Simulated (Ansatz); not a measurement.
Molecular dynamics of TiO2

Input:

```yaml
accuracy: low
crystal:
  lattice:
    - [3.906354, 0.0, 0.0]
    - [0.0, 3.906354, 0.0]
    - [0.0, 0.0, 9.821732]
  atoms:
    - { symbol: Ti, position: [0.0, 0.0, 0.0] }
    - { symbol: Ti, position: [0.0, 0.5, 0.25] }
    - { symbol: O, position: [0.0, 0.0, 0.2081] }
    - { symbol: O, position: [0.0, 0.5, 0.4581] }
    - { symbol: O, position: [0.0, 0.5, 0.0419] }
    - { symbol: O, position: [0.0, 0.0, 0.7919] }
    - { symbol: Ti, position: [0.5, 0.5, 0.5] }
    - { symbol: Ti, position: [0.5, 0.0, 0.75] }
    - { symbol: O, position: [0.5, 0.5, 0.7081] }
    - { symbol: O, position: [0.5, 0.0, 0.9581] }
    - { symbol: O, position: [0.5, 0.0, 0.5419] }
    - { symbol: O, position: [0.5, 0.5, 0.2919] }
basis:
  ecutwfc: 420.0
kpoints:
  mp_grid: { grid: [3, 3, 1] }
hamiltonian:
  xc: pbe
  pseudopotentials: { kind: paw, azcp: { folder: soft_1 } }
scf:
  occupations: { method: fermi_dirac, width: 0.17 }
  lower_state_search: "off"
md:
  timestep: 1
  n_steps: 480
  ensemble: nvt_langevin
  temperature: 300.0
  initial_velocities: maxwell_boltzmann
  seed: 695466
  friction: 0.02
  temperature_schedule: [{ n_steps: 480, end_temperature: 2000.0 }]
```

Launched with:

```bash
$ ansatz run input.yaml --threads 1 --pin off --max-ram 3072MiB --backend cpu --events-out ev --progress --plain --runs-dir out
```

It starts from an unrelaxed structure (largest force component 0.33 eV/Å).

Output, in part (step lines):

```
md step     0: t =     0.00 fs  T =   275.0 K (target 300.0 K)  F+E_penalty+E_count = -14554.60695819 eV  E_kin = 0.426558 eV  (9 SCF iters)
md step     1: t =     1.00 fs  T =   252.1 K (target 301.8 K)  F+E_penalty+E_count = -14554.59946251 eV  E_kin = 0.391093 eV  (9 SCF iters)
md step     2: t =     2.00 fs  T =   269.4 K (target 305.3 K)  F+E_penalty+E_count = -14554.58864908 eV  E_kin = 0.417899 eV  (9 SCF iters)
md step     3: t =     3.00 fs  T =   269.8 K (target 308.9 K)  F+E_penalty+E_count = -14554.57368015 eV  E_kin = 0.418451 eV  (9 SCF iters)
md step     4: t =     4.00 fs  T =   279.4 K (target 312.4 K)  F+E_penalty+E_count = -14554.55594756 eV  E_kin = 0.433433 eV  (9 SCF iters)
md step     5: t =     5.00 fs  T =   282.1 K (target 315.9 K)  F+E_penalty+E_count = -14554.53653577 eV  E_kin = 0.437526 eV  (7 SCF iters)
md step     6: t =     6.00 fs  T =   275.6 K (target 319.5 K)  F+E_penalty+E_count = -14554.51422313 eV  E_kin = 0.427506 eV  (6 SCF iters)
md step     7: t =     7.00 fs  T =   265.7 K (target 323.0 K)  F+E_penalty+E_count = -14554.49000908 eV  E_kin = 0.412115 eV  (6 SCF iters)
[... lines left out ...]
md step   479: t =   479.00 fs  T =  2178.1 K (target 1994.7 K)  F+E_penalty+E_count = -14552.63282356 eV  E_kin = 3.378434 eV  (8 SCF iters)
md step   480: t =   480.00 fs  T =  2198.1 K (target 1998.2 K)  F+E_penalty+E_count = -14552.49402529 eV  E_kin = 3.409493 eV  (11 SCF iters)
```

The steps, from the saved trajectory:

| time (fs) | T (K) | potential energy less start (eV) |
| --- | --- | --- |
| 0.0 | 275 | 0.000 |
| 16.0 | 162 | 0.325 |
| 32.0 | 345 | 0.179 |
| 48.0 | 315 | 0.315 |
| 64.0 | 587 | 0.289 |
| 80.0 | 472 | 0.437 |
| 96.0 | 560 | 0.623 |
| 112.0 | 621 | 0.785 |
| 128.0 | 709 | 0.617 |
| 144.0 | 440 | 0.914 |
| 160.0 | 658 | 0.728 |
| 176.0 | 649 | 0.713 |
| 192.0 | 831 | 0.856 |
| 208.0 | 512 | 1.627 |
| 224.0 | 1174 | 1.028 |
| 240.0 | 956 | 0.799 |
| 256.0 | 662 | 1.499 |
| 272.0 | 685 | 1.082 |
| 288.0 | 771 | 1.226 |
| 304.0 | 996 | 1.062 |
| 320.0 | 1162 | 0.993 |
| 336.0 | 1103 | 1.758 |
| 352.0 | 1523 | 1.301 |
| 368.0 | 1090 | 2.045 |
| 384.0 | 1150 | 2.738 |
| 400.0 | 1295 | 2.612 |
| 416.0 | 1731 | 2.263 |
| 432.0 | 1481 | 2.314 |
| 448.0 | 1864 | 1.687 |
| 464.0 | 1434 | 2.108 |
| 480.0 | 2198 | 2.113 |

The run went to its last step. The schedule's set-point averaged 1575 K over the second half and the system 1269 K, so it lags behind the ramp. A run of 0.48 ps of so small a system gives no equilibrium averages. Limits of this set-up: coarse k mesh, low accuracy level.

Mean squared displacements from the first frame to the last, about the centre of mass: Ti 0.09 Å², O 0.06 Å².

Last frame:

```xyz
12
Lattice="3.9064 0.0000 0.0000 0.0000 3.9064 0.0000 0.0000 0.0000 9.8217" Properties=species:S:1:pos:R:3
Ti 0.004 0.511 0.104
Ti 0.091 1.828 2.700
O -0.157 0.269 2.154
O 0.127 2.022 4.742
O -0.034 2.305 0.464
O -0.172 -0.051 7.946
Ti 2.279 1.927 5.099
Ti 1.915 0.080 7.701
O 1.879 1.950 7.279
O 1.845 0.036 9.480
O 2.218 -0.012 5.521
O 2.037 1.764 2.903
```

Time of the run: 34 min on 1 thread of Arm Neoverse V2 (shared host), peak memory 0.43 GiB.
